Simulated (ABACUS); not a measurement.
Crystal: NiMoIrPdW.

```
CELL_PARAMETERS angstrom
4.14670 0.00000 0.00000
-2.07335 3.59115 0.00000
0.00000 0.00000 5.41629
ATOMIC_POSITIONS crystal
Ir 0.33333 0.66667 0.25641
W 0.66667 0.33333 0.99985
Pd 0.33333 0.66667 0.74601
Mo 0.66667 0.33333 0.45996
Ni 0.00000 0.00000 0.02221
```

The cell was built by a generator and needn't be a form met in nature.

Base run:

```yaml
Program: ABACUS 3.10.1
Functional: PBE
Potentials_or_basis: PseudoDojo NC SR 0.4.1 PBE standard
Cutoff: 1361 eV
Density_cutoff: 5442 eV
Basis: DZP LCAO (the cutoffs set its grid)
k_mesh: 5 × 5 × 4
Occupations: fermi-dirac, width 0.05 eV
Spin: collinear spin, ferromagnetic start
Starting_moments: "[0.6, 0.0, 0.0, 1.0, 1.0] μB"
```

Its results: pressure 0.7 GPa; largest force 0.096 eV/Å.

**Question.** The run is repeated on the same cell with these changes: fixed moment from none to 1.5 μB. What comes out?

**Answer.** Pressure 1.7 GPa; site moments Ir +0.22; W +0.31; Pd +0.10; Mo +0.59; Ni +0.27 μB; largest force 0.778 eV/Å.

Caveats: the atomic orbitals were generated for these runs and aren't a published set; this set's palladium file may shift the pressure by some GPa; the basis of atomic orbitals isn't converged, which shifts pressures, moduli and gaps; the moment is held away from its start (some runs); the total moment is fixed, so each spin has its own Fermi level (some runs).
